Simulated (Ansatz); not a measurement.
## C2H3Cl2F, SMILES CC(F)(Cl)Cl: energies of removing a hydrogen, step by step

Program: the Ansatz DFT code, driven from Python.

The cells in order, each with its output:

In [1]:
```python
import ansatz as az
```

In [2]:
```python
def total_energy(molecule, charge=0, unpaired=0):
    calc = molecule.calculation().basis(gaussian='6-31G*').functional('CAM-B3LYP')
    if charge:
        calc = calc.charge(charge)
    if unpaired:
        calc = calc.spin('collinear', total=unpaired)
    return calc.run(threads=1).report['free_energy_ev']
```

In [3]:
```python
def without(molecule, index):
    rest = az.Crystal.molecule()
    for i, site in enumerate(molecule.cartesian_sites):
        if i != index:
            rest = rest.atom(site.symbol, site.position_ang)
    return rest
```

In [4]:
```python
mol = (
    az.Crystal.molecule()
    .atom('C', (-0.1087, -0.5412, 0.6484))
    .atom('C', (0.1791, 0.4067, -0.5334))
    .atom('F', (1.4934, 0.6265, -0.5487))
    .atom('Cl', (-0.2009, -0.3514, -2.0706))
    .atom('Cl', (-0.6444, 1.9659, -0.3833))
    .atom('H', (0.157, -0.0252, 1.5811))
    .atom('H', (0.4077, -1.4454, 0.5615))
    .atom('H', (-1.1911, -0.6929, 0.6891))
)

whole = total_energy(mol, 0)
hydrogen = total_energy(az.Crystal.molecule().atom('H', (0, 0, 0)), 0, 1)
print(f'E(molecule) = {whole:.5f} eV, E(H) = {hydrogen:.5f} eV')
for index in [7]:
    radical = total_energy(without(mol, index), 0, 1)
    print(f'H{index}: homolysis {96.485332 * (radical + hydrogen - whole):.1f} kJ/mol')
```
```text
E(molecule) = -29882.78600 eV, E(H) = -13.51936 eV
H7: homolysis 492.2 kJ/mol
```

Caveats:
- Total energies depend on the basis set; only differences at equal settings carry meaning.
- The geometry is a force-field or estimated start, not a minimum of this method, and the basis set is short of its limit. All parts are taken at fixed geometry, without zero-point energy.
- The whole script took 14 s on 1 thread of Arm Neoverse V1 (shared host), peak memory 0.3 GiB.
